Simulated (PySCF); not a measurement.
# C2H5AlO (SMILES [CH3][Al]1[CH2][O]1) at 6 levels

We compute a comparison of 6 runs (HF/STO-3G, HF/3-21G, B2PLYP/6-31G*, B3LYP/6-31G*, wB97M-V/6-31G*, SCS-MP2/6-31G*) of C2H5AlO. The job is set up through a Python script.

The results are computed with PySCF 2.14.0.

1 further run of the same task is left out (set aside as unsound or not needed).

**1. The molecule**

The species is C2H5AlO (9 atoms), meant as a singlet with charge 0. As SMILES, `[CH3][Al]1[CH2][O]1`. The coordinates come from a PBE0-D4/def2-TZVP relaxation.

Bond lengths: C1–Al2 1.934 Å, Al2–C3 1.883 Å, Al2–O4 1.707 Å, C3–O4 1.488 Å, C1–H5 1.093 Å, C1–H6 1.091 Å, C1–H7 1.094 Å, C3–H8 1.091 Å, C3–H9 1.091 Å. Some angles: C1–Al2–C3 171.7°, C1–Al2–O4 139.6°, C3–Al2–O4 48.7°, Al2–C3–O4 59.5°, Al2–O4–C3 71.8°, Al2–C1–H5 110.3°, Al2–C1–H6 112.2°, Al2–C1–H7 110.1°, Al2–C3–H8 123.8°, Al2–C3–H9 123.8°.

**2. A single-point energy at HF/STO-3G (run 1)**

Input file input.xyz:

```xyz
9

C     -0.670900     1.320200    -1.081500
Al     0.051300    -0.076700     0.044200
C      0.678700    -1.280200     1.349300
O      0.789300    -1.609500    -0.097900
H      0.039700     1.575000    -1.872100
H     -0.900200     2.226000    -0.517500
H     -1.591200     0.976800    -1.562100
H      0.038500    -1.980500     1.887700
H      1.653200    -1.197400     1.832800
```

Input file job.py:

```python
from pyscf import gto, scf

mol = gto.M(
    atom='input.xyz',
    verbose=3,
    max_memory=1860,
    basis='sto-3g',
    spin=0,
)

calc0 = scf.RHF(mol)
calc0.conv_tol = 1e-10
calc0.kernel()
if not calc0.converged:
    calc0 = calc0.newton().run(calc0.mo_coeff, calc0.mo_occ)

e_final = calc0.e_tot
print(f'total energy: {e_final:.8f} hartree')
```

Launch:

```bash
$ OMP_NUM_THREADS=1 python job.py
```

Standard output:

```text
converged SCF energy = -390.547416560824
total energy: -390.54741656 hartree
```

It took 0.79 s on 1 thread of Intel Xeon at 2.70GHz, shared host; peak memory 0.1 GiB.

**3. A single-point energy at HF/3-21G (run 2)**

Input file job.py:

```python
# [CH3][Al]1[CH2][O]1
from pyscf import gto

system = gto.Mole()
system.atom = '''
C     -0.670900     1.320200    -1.081500
Al     0.051300    -0.076700     0.044200
C      0.678700    -1.280200     1.349300
O      0.789300    -1.609500    -0.097900
H      0.039700     1.575000    -1.872100
H     -0.900200     2.226000    -0.517500
H     -1.591200     0.976800    -1.562100
H      0.038500    -1.980500     1.887700
H      1.653200    -1.197400     1.832800
'''
system.verbose = 3
system.basis = '3-21g'
system.spin = 0
system.max_memory = 1860
system.build()

mf = system.RHF()
mf.conv_tol = 1e-10
mf.kernel()
if not mf.converged:
    mf = mf.newton().run(mf.mo_coeff, mf.mo_occ)

etot = mf.e_tot
print('Final energy', etot)
```

Launch:

```bash
$ OMP_NUM_THREADS=1 python job.py
```

Standard output:

```text
converged SCF energy = -393.223412394175
Final energy -393.2234123941747
```

Run time: 0.95 s. Hardware: 1 thread of Intel Xeon at 2.70GHz, shared host; peak memory 0.12 GiB.

Run 3 isn't shown in full; the table further down has it.

**4. A single-point energy at B3LYP/6-31G(d) (spherical functions) (run 4)**

Input file geometry.xyz:

```xyz
9
C2H5AlO
C     -0.670900     1.320200    -1.081500
Al     0.051300    -0.076700     0.044200
C      0.678700    -1.280200     1.349300
O      0.789300    -1.609500    -0.097900
H      0.039700     1.575000    -1.872100
H     -0.900200     2.226000    -0.517500
H     -1.591200     0.976800    -1.562100
H      0.038500    -1.980500     1.887700
H      1.653200    -1.197400     1.832800
```

Input file job.py:

```python
# [CH3][Al]1[CH2][O]1
from pyscf import gto, dft

mol = gto.M(
    atom='geometry.xyz',
    max_memory=1860,
    spin=0,
    basis='6-31g*',
    verbose=3,
)

mf = dft.RKS(mol)
mf.xc = 'b3lyp'
mf.grids.level = 5
mf.conv_tol = 1e-10
mf.kernel()
if not mf.converged:
    mf = mf.newton().run(mf.mo_coeff, mf.mo_occ)

e_final = mf.e_tot
print('Final energy', e_final)
```

Launch:

```bash
$ OMP_NUM_THREADS=1 python job.py
```

Standard output:

```text
converged SCF energy = -396.849979438372
Final energy -396.84997943837163
```

Wall time 16 s (1 thread of Intel Xeon at 2.70GHz, shared host); peak memory 0.36 GiB.

Run 5 isn't shown in full; the table further down has it.

**5. The energy at SCS-MP2/6-31G(d) (spherical functions) (run 6)**

Input file calc.py:

```python
from pyscf import gto, scf, mp

mol = gto.M(
    atom='''
C     -1.267817     2.494816    -2.043739
Al     0.096943    -0.144942     0.083526
C      1.282557    -2.419227     2.549807
O      1.491561    -3.041514    -0.185004
H      0.075022     2.976319    -3.537756
H     -1.701131     4.206530    -0.977933
H     -3.006932     1.845884    -2.951941
H      0.072754    -3.742603     3.567236
H      3.124095    -2.262758     3.463490
''',
    verbose=4,
    max_memory=1860,
    charge=0,
    basis='6-31g*',
    unit='bohr',
)

myscf = scf.RHF(mol)
myscf.conv_tol = 1e-10
myscf.kernel()
if not myscf.converged:
    myscf = myscf.newton().run(myscf.mo_coeff, myscf.mo_occ)

pt = mp.MP2(myscf, frozen=8).run()
energy = myscf.e_tot + 1.2 * pt.e_corr_os + pt.e_corr_ss / 3
print(f'total energy: {energy:.8f} hartree')
```

Launch:

```bash
$ OMP_NUM_THREADS=1 python calc.py
```

Standard output:

```text
PySCF version 2.14.0

[... 67 lines left out ...]
converged SCF energy = -395.373332112044
[... 1 line left out ...]
******** <class 'pyscf.mp.mp2.RMP2'> ********
nocc = 11, nmo = 62
frozen orbitals 8
E(RMP2) = -395.867410276549  E_corr = -0.494078164505047
E(SCS-RMP2) = -395.860129188765  E_corr = -0.486797076720825
E_corr(same-spin) = -0.122419293098344
E_corr(oppo-spin) = -0.371658871406704
total energy: -395.86012919 hartree
```

Wall time 1.6 s (1 thread of Intel Xeon at 2.70GHz, shared host); peak memory 0.15 GiB.

**6. All runs side by side**

```tsv
run	level	frozen core orbitals	integration grid	energy (Eh)	dipole moment (D) of the reference	HOMO energy (eV)	LUMO energy (eV)	wall time
1	HF/STO-3G	–	–	-390.547417	3.57	-5.48	9.00	0.79 s
2	HF/3-21G	–	–	-393.223412	4.04	-8.94	2.37	0.95 s
3	B2PLYP/6-31G* (spherical functions)	8	5	-396.536988	3.40	-7.12	0.66	15 s
4	B3LYP/6-31G* (spherical functions)	–	5	-396.849979	3.12	-5.79	-0.60	16 s
5	wB97M-V/6-31G* (spherical functions)	–	5	-396.745200	3.23	-8.24	1.27	1.7 min
6	SCS-MP2/6-31G* (spherical functions)	8	–	-395.860129	3.72	-9.00	2.26	1.6 s
```

**7. What came out**

| quantity | value |
| --- | --- |
| run 6: total energy | -395.86013 Eh |
| run 6: dipole moment (Hartree–Fock density) | 3.72 D |
| run 6: HOMO energy (Hartree–Fock orbitals) | -9.00 eV |
| run 6: LUMO energy (Hartree–Fock orbitals) | 2.26 eV |
| run 6: HOMO–LUMO gap (Hartree–Fock orbitals) | 11.26 eV |
| run 6: correlation energy (8 core orbitals frozen) | -486.8 mEh |

In words: Over runs 1, 2, 3, 4, 5 the dipole moment (its size) runs from 3.12 D (B3LYP/6-31G*) to 4.04 D (HF/3-21G). The two ends differ in method and basis. Over runs 1, 2, 3, 4, 5 the HOMO–LUMO gap runs from 5.19 eV (B3LYP/6-31G*) to 14.48 eV (HF/STO-3G). Totals of different functionals can't be ranked against each other. In run 1 the basis is minimal, so the values are rough. All runs together took 2.2 min, the longest 1.7 min.
